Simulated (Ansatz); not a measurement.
## HfB under changes of volume

One of the cells (12.326 Å³/atom); the others are scaled copies at fixed shape and fractional positions:

```
CELL_PARAMETERS angstrom
0.00000 2.31000 2.31000
2.31000 0.00000 2.31000
2.31000 2.31000 0.00000
ATOMIC_POSITIONS crystal
Hf 0.50000 0.50000 0.50000
B 0.00000 0.00000 0.00000
```

- Program: Ansatz 0.2.0
- Functional: wPBEh
- Potentials or basis: PseudoDojo standard (PBE files) with Ansatz NC
- Cutoff: 1116 eV (not typed: the program's choice for these potentials)
- k mesh: 5 × 5 × 5
- Occupations: methfessel-paxton, width 0.1 eV
- Spin: no spin polarisation

```csv
volume (Å³/atom),energy over the lowest point (meV/atom),pressure (GPa)
11.587,315.51,53.9
11.833,238.38,46.5
12.080,172.23,39.6
12.326,?,?
12.573,69.24,27.7
12.819,30.76,22.4
13.066,0.00,17.6
```

**Question.** What does the run at 12.326 Å³/atom give?

**Answer.** Energy over the lowest point 116.14 meV/atom; pressure 33.4 GPa.

Worked out: A Birch-Murnaghan fit of order 3 (a polynomial in V^(-2/3)) to the other rows has no minimum within the range. It gives 116.20 meV/atom at 12.326 Å³/atom, against the run's 116.14, and -dE/dV = 33.4 GPa, against 33.4.

Energies are extrapolated to zero smearing.

Caveats: all runs use coarse meshes; the potentials were made for another functional, which shifts forces and pressure; the thresholds are loose for stress.
